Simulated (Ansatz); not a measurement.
# AlCl2I, SMILES [Cl][Al]([Cl])[I]: an atomisation energy

Program: Ansatz 0.2.0, Python API.

The cells in order, each with its output:

In [1]:
```python
from collections import Counter

import ansatz as az
```

In [2]:
```python
def energy_of(molecule, charge=0, unpaired=0):
    calc = (
        molecule.calculation()
        .basis(gaussian="def2-SVP")
        .functional("b3lyp")
        .accuracy("high")
    )
    if charge:
        calc = calc.charge(charge)
    if unpaired:
        calc = calc.spin("collinear", total=unpaired)
    return calc.run(threads=1, backend="cpu").report["free_energy_ev"]
```

In [3]:
```python
geometry = (
    az.Crystal.molecule()
    .atom("Cl", (0.9052, 0.6502, 1.974))
    .atom("Al", (0.0414, -0.0645, 0.0491))
    .atom("Cl", (0.5713, -2.0752, -0.6817))
    .atom("I", (-1.4624, 1.4293, -1.3617))
)
```

In [4]:
```python
# Hund ground states
unpaired = {"Cl": 1, "Al": 1, "I": 1}
counts = Counter(site.symbol for site in geometry.cartesian_sites)
atom_energy = {s: energy_of(az.Crystal.molecule().atom(s, (0, 0, 0)), 0, unpaired[s]) for s in counts}
whole = energy_of(geometry, 0, 0)
for s, e in atom_energy.items():
    print(f"{s:2s} x{counts[s]}  {e:14.5f} eV")
print(f"AlCl2I: {whole:.5f} eV")
split = sum(counts[s] * e for s, e in atom_energy.items()) - whole
print(f"atomisation energy (no zero-point term): {split:.3f} eV, {split / sum(counts.values()):.3f} eV an atom")
```
```text
Cl x2    -12517.40107 eV
Al x1     -6593.36168 eV
I  x1     -8102.69285 eV
AlCl2I: -39742.08836 eV
atomisation energy (no zero-point term): 11.232 eV, 2.808 eV an atom
```

11.232 eV from the electronic energies, without the zero-point term.

The settings weren't tested for convergence. The geometry is a force-field or estimated start, not a minimum of this method, and the basis set is short of its limit. All parts are taken at fixed geometry, without zero-point energy. def2 sets replace the cores of elements past krypton by effective core potentials. b3lyp holds the VWN-RPA fit, as in Gaussian; the form of ORCA and Turbomole is b3lyp5. The spin-orbit lowering of heavy atoms is left out. Hardware and time: 14 s on 1 thread of Arm Neoverse V1, with other jobs on the host, peak memory 0.33 GiB.
